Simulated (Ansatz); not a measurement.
IrRu:

```
Ir Ru
1.0
     2.72491    0.00000    0.00000
    -1.36246    2.35984    0.00000
     0.00000    0.00000    4.33070
Ir Ru
1 1
Direct
  0.00000 0.00000 0.50000
  0.66667 0.33333 0.00000
```

The cell comes from a database or a generator and needn't be the stable form of this composition.

```yaml
Program: Ansatz 0.2.0
Task: relaxation of cell and atoms
Functional: revPBE
Potentials_or_basis: Ansatz PAW
Cutoff: "420 eV (not typed: the program's choice for these potentials)"
k_mesh: 11 × 11 × 6
Occupations: fermi-dirac, width 0.05 eV
Spin: no spin polarisation
```

At the start: volume 13.92 Å³/atom.

Question: How do energy, volume and symmetry change on relaxing?

Answer: It ends after 4 steps and the volume is 14.27 Å³/atom (+2.5 %); space group P-6m2 (No. 187, to 0.05 Å).

The path:
| step | energy change (eV) | largest force (eV/Å) | volume (Å³) |
| --- | --- | --- | --- |
| 1 | 0.0000 | 0.0000 | 27.85 |
| 2 | -0.0168 | 0.0000 | 28.58 |
| 3 | -0.0169 | 0.0000 | 28.53 |
| 4 | -0.0173 | 0.0000 | 28.53 |

Final structure:
```
Ir Ru
1.0
     2.74977    0.00000    0.00000
    -1.37488    2.38137    0.00000
     0.00000    0.00000    4.35758
Ir Ru
1 1
Direct
  0.00000 0.00000 0.50000
  0.66667 0.33333 0.00000
```

Caveat: the plane-wave basis is chosen anew once the cell has moved, so the energies of steps on either side of that aren't comparable; the PAW data sets come from PBE, with cores solved anew for the run's functional, which leaves a small shift of forces and pressure.
